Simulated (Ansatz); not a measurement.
# H₂IMgN (SMILES [NH2][Mg][I]): one structure at several levels

One table from this session's results is given with a row withheld; the runs are named, their logs left out.

Computed with Ansatz 0.2.0, Gaussian basis. Level: single points in def2-TZVPP.

Correlated methods freeze the cores. Filled d shells of the heavier atoms are correlated. Core potentials replace the inner electrons past krypton, and spin-orbit coupling is left out. The outer core shell of Li, Na, Mg and K is correlated. B3LYP uses VWN-RPA correlation.

## The system as given

5 atoms, charge 0, spin multiplicity 1.

Atoms are counted from 1 here; the program's logs count them from 0.

Bond lengths: N1–Mg2 1.886 Å, N1–H4 1.009 Å, N1–H5 1.033 Å, Mg2–I3 2.617 Å. Angles: Mg2–N1–H4 118.1°, Mg2–N1–H5 118.9°, H4–N1–H5 105.7°, N1–Mg2–I3 136.1°.

Coordinates:

```xyz
5

N    -0.7600    0.4989   -0.3474
Mg    0.9271   -0.2536    0.0314
I     1.8639   -2.0425    1.6965
H    -0.8968    1.4800   -0.1558
H    -1.1823    0.3341   -1.2752
```

The first run:

Contents of run/in.yaml:

```yaml
crystal:
  periodic: [false, false, false]
  atoms:
    - {symbol: N, position_ang: [-0.760000, 0.498900, -0.347400]}
    - {symbol: Mg, position_ang: [0.927100, -0.253600, 0.031400]}
    - {symbol: I, position_ang: [1.863900, -2.042500, 1.696500]}
    - {symbol: H, position_ang: [-0.896800, 1.480000, -0.155800]}
    - {symbol: H, position_ang: [-1.182300, 0.334100, -1.275200]}
basis:
  gaussian: {orbitals: def2-TZVPP}
correlation: {method: ccsd_t}
output: {forces: true}
```

The command line of these runs was not kept.

Steps of the session up to this table: CCSD(T)/def2-TZVPP; PBE0-D4/def2-TZVPP; wB97M-V/def2-TZVPP; r2SCAN-D4/def2-TZVPP; PBE-D4/def2-TZVPP; wB97X-V/def2-TZVPP; B3LYP-D4/def2-TZVPP.

One of the session's tables, all rows but one given; the rest of the session is left out.

```
   method  RMS force component (eV/Å)  angle to CCSD(T) forces (°)  dipole (D)
  CCSD(T)                       0.476                    reference        4.45
  PBE0-D4                           ?                            ?           ?
  wB97M-V                       0.506                          4.6        4.50
r2SCAN-D4                       0.467                          1.2        4.30
   PBE-D4                       0.416                         19.4        4.03
  wB97X-V                       0.512                          4.4        4.58
 B3LYP-D4                       0.465                          3.7        4.26
```

**Question.** Estimate the row for PBE0-D4.

**Answer.** RMS force component (eV/Å): 0.485; angle to CCSD(T) forces (°): 4.1; dipole (D): 4.34. In the column «RMS force component (eV/Å)» it lies between CCSD(T) (0.476) and wB97M-V (0.506).
